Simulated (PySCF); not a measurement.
**[DyCl4]−: other functionals and bases at one geometry**

The task here is to estimate one member of a computed series from the others.

Method: several levels, as the steps say, no spin–orbit coupling; program: PySCF 2.14.0.

1 further run of the same task is left out (for a known fault of the program).

### Where the work starts

5 atoms, charge -1, spin multiplicity 1.

Bond lengths: Dy1–Cl2 2.531 Å, Dy1–Cl3 2.531 Å, Dy1–Cl4 2.531 Å, Dy1–Cl5 2.531 Å. Angles: Cl2–Dy1–Cl3 109.5°, Cl2–Dy1–Cl4 109.5°, Cl2–Dy1–Cl5 109.5°, Cl3–Dy1–Cl4 109.5°, Cl3–Dy1–Cl5 109.5°, Cl4–Dy1–Cl5 109.5°.

Coordinates:

```xyz
5
Cl4Dy
Dy    0.00000    0.00000    0.00000
Cl    1.46153    1.46153    1.46153
Cl   -1.46153   -1.46153    1.46153
Cl    1.46153   -1.46153   -1.46153
Cl   -1.46153    1.46153   -1.46153
```

Formal oxidation states: Dy +3. Each metal's 9 4f electrons lie in its core potential, so multiplicities, spins and levels count the valence alone. An earlier session relaxed this geometry at PBE0, Dy lcecp-1-SVP with ECP55, Cl def2-SVP (singlet, point group Td).

At PBE0 on the finer grid: E = -1877.156685 Eh, HOMO -4.50 eV, LUMO 3.45 eV, Mulliken charge on Dy1 +0.73 e, largest force component 0.001 eV/Å. 

Levels to run: wB97X; M06-L; PBE0, TZVP. Hardware: 2 threads of Arm Neoverse V1, shared host.

The first run:

Input file run.py (the lines that set the calculation):

```python
mol = gto.M(atom='''
Dy     0.00000     0.00000     0.00000
Cl     1.46153     1.46153     1.46153
Cl    -1.46153    -1.46153     1.46153
Cl     1.46153    -1.46153    -1.46153
Cl    -1.46153     1.46153    -1.46153''',
    basis={'Dy': 'lcecp-1-SVP', 'Cl': 'def2-SVP'},
    ecp={'Dy': 'lcecp-1-SVP'},
    charge=-1, spin=0)
mf = dft.RKS(mol, xc='WB97X')
mf.grids.atom_grid = (75, 302)  # f atoms: unpruned, at least (60, 302)
mf = mf.density_fit()  # fitting sets: Dy AutoAux, Cl def2-universal-JKFIT
mf.conv_tol = 1e-08; mf.max_cycle = 55
mf.kernel(dm0)  # dm0: the density of the relaxed state
```

Run with:

```sh
> OMP_NUM_THREADS=2 python run.py
```

Among the steps run: wB97X; M06-L; PBE0, TZVP.

One of the session's tables, all rows but one given; the rest of the session is left out.

```
              level  HOMO (eV)  gap (eV)  charge on Dy1 (e)  largest force component (eV/Å)
PBE0 (relaxed here)      -4.50      7.95               0.73                            0.00
              wB97X      -6.89     11.88               0.73                            0.03
              M06-L      -3.42      6.74               0.99                            0.08
         PBE0, TZVP          ?         ?                  ?                               ?
```

**Question.** Estimate the row for PBE0, TZVP.

As computed: HOMO (eV): -4.77; gap (eV): 8.09; charge on Dy1 (e): 1.30; largest force component (eV/Å): 0.01. In the column «HOMO (eV)» it lies between wB97X (-6.89) and PBE0 (relaxed here) (-4.50).

In one basis the HOMO–LUMO gap runs from 6.74 eV (M06-L) to 11.88 eV (wB97X). The largest leftover force, 0.08 eV/Å with M06-L, stands at a geometry relaxed at another level. With 4f in the core, its levels are missing from HOMO and gap, and its count is fixed, so no charge can pass from the ligands into it. Total energies of different levels can't be compared.
